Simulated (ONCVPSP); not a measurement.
# Pseudopotential generation for Pd: ONCV, LDA (Perdew-Wang 92)

Aim: build the potential from the settings below, then test how well it stands in for the atom: other configurations, scattering, ghost states and the plane-wave cutoff that it needs.

Method: ONCVPSP 4.0.1, LDA (Perdew-Wang 92), scalar-relativistic.

## Step 1: The design

Typed settings, in words:

* element: palladium (Pd, Z = 46)
* type: optimised norm-conserving Vanderbilt (ONCV)
* frozen core: [Ar] 3d10 4s2
* valence charge: 16
* reference configuration: 4p6 4d10
* partial waves: s scattering state at 0.42 Ha: rc 2.10 bohr, ncon 4, nbas 7, qcut 3.2 1/bohr, 3 projectors, debl 2.6 Ha; 4p: rc 1.35 bohr, ncon 3, nbas 8, qcut 10.1 1/bohr, 2 projectors, debl 2.5 Ha; 4d: rc 2.05 bohr, ncon 4, nbas 8, qcut 9.3 1/bohr, 1 projector; f scattering state at 0.16 Ha: rc 2.25 bohr, ncon 3, nbas 6, qcut 5.2 1/bohr, 2 projectors, debl 1.5 Ha
* local potential: polynomial inside 1.25 bohr (lpopt 5, dvloc0 0 Ha)
* core correction: Teter function fitted to the true core (icmod 2), fcfact 0.2

The outer shells as boxes (Hund's rule for the drawing; the calculation is spin-unpolarised):

```
[Ar] core
3d [↑↓][↑↓][↑↓][↑↓][↑↓]
4s [↑↓]
4p [↑↓][↑↓][↑↓]
4d [↑↓][↑↓][↑↓][↑↓][↑↓]
```

The nodes and maxima of the atom's own shells, from an earlier all-electron run, set the scale for the radii.

All-electron outer shells of the reference configuration (LDA (PZ), scalar-relativistic, ld1.x):

```
shell  level (eV)  outermost node (bohr)  outermost maximum (bohr)
   4p      -51.36                   0.46                      0.91
   4d       -4.31                   0.45                      1.10
   5s       -3.62                   1.15                      2.64
   5p       -0.36                   1.31                      4.09
```

## Step 2: Generating the potential

Pd.dat reads:

```
# ATOM AND REFERENCE CONFIGURATION
# atsym  z   nc   nv     iexc    psfile
  Pd 46.00    7    2  -001012      upf
#
#   n    l    f
    1    0    2.00
    2    0    2.00
    2    1    6.00
    3    0    2.00
    3    1    6.00
    3    2   10.00
    4    0    2.00
    4    1    6.00
    4    2   10.00
#
# PSEUDOPOTENTIAL AND OPTIMIZATION
# lmax
    3
#
#   l,   rc,      ep,       ncon, nbas, qcut
    0    2.10    0.42    4    7    3.20
    1    1.35    0.00    3    8   10.10
    2    2.05    0.00    4    8    9.30
    3    2.25    0.16    3    6    5.20
#
# LOCAL POTENTIAL
# lloc, lpopt,  rc(5),   dvloc0
    4    5    1.25    0.00
#
# VANDERBILT-KLEINMAN-BYLANDER PROJECTORs
# l, nproj, debl
    0    3    2.60
    1    2    2.50
    2    1    1.40
    3    2    1.50
#
# MODEL CORE CHARGE
# icmod, fcfact, rcfact
    2    0.20    1.05
#
# LOG DERIVATIVE ANALYSIS
# epsh1, epsh2, depsh
   -3.00    5.00    0.02
#
# OUTPUT GRID
# rlmax, drl
    6.00    0.01
#
# TEST CONFIGURATIONS
# ncnf
    4
# nvcnf
#   n    l    f
    2
    4    1    6.00
    4    2    9.00
#
    2
    4    1    6.00
    4    2    8.00
#
    2
    4    1    6.00
    4    2    7.00
#
    2
    4    1    6.00
    4    2    9.50
#
```

The run is started by

```sh
$ oncvpsp.x < Pd.dat > Pd.out
```

**Question.** What will these runs give? Wanted: cutoffs for 1 and 0.1 mHa per electron, occupied waves; bound ghosts; GHOST(+) flags; largest test error; largest phase difference near zero energy, channels read; rms error of d²Exc/dn², without and with the model core; projector energies reset by the program.

As calculated:

| quantity | value |
| --- | --- |
| cutoffs for 1 and 0.1 mHa per electron, occupied waves | 33 Ha and 40 Ha |
| bound ghosts | s at -10083.16 eV |
| GHOST(+) flags | s at 68 eV, s at 315 eV |
| largest test error (AE − PS) | -8.3 meV, for 4p6 4d8 (1 test unsolved) |
| largest phase difference near zero energy, channels read | 0.003 rad |
| rms error of d²Exc/dn², without and with the model core | 5.28 and 1.55 mHa |
| projector energies reset by the program | s: 0.050, 2.650, 5.250 Ha |

**Reading.** It has a bound ghost (s), a state that the atom doesn't have, and that rules the file out. The worst unpolarised test, 4p6 4d8, is off by 8.3 meV on 30.5 eV; by total energies transferability rates as good where solved. Atomic tests can pass in spite of a ghost, since they solve only for the levels asked. Of the tests 1 gave no usable energy difference, which is a warning in itself. The potential is of middling hardness: the looser tolerance needs 33 Ha. At the looser tolerance the 4p wave is the slowest; 4d needs 25 Ha. Near zero energy the phases of the channels with partial waves agree within 0.003 rad. The program also flags highly localised states, GHOST(+) (s). These are tests on the free atom; a crystal test is still owed.
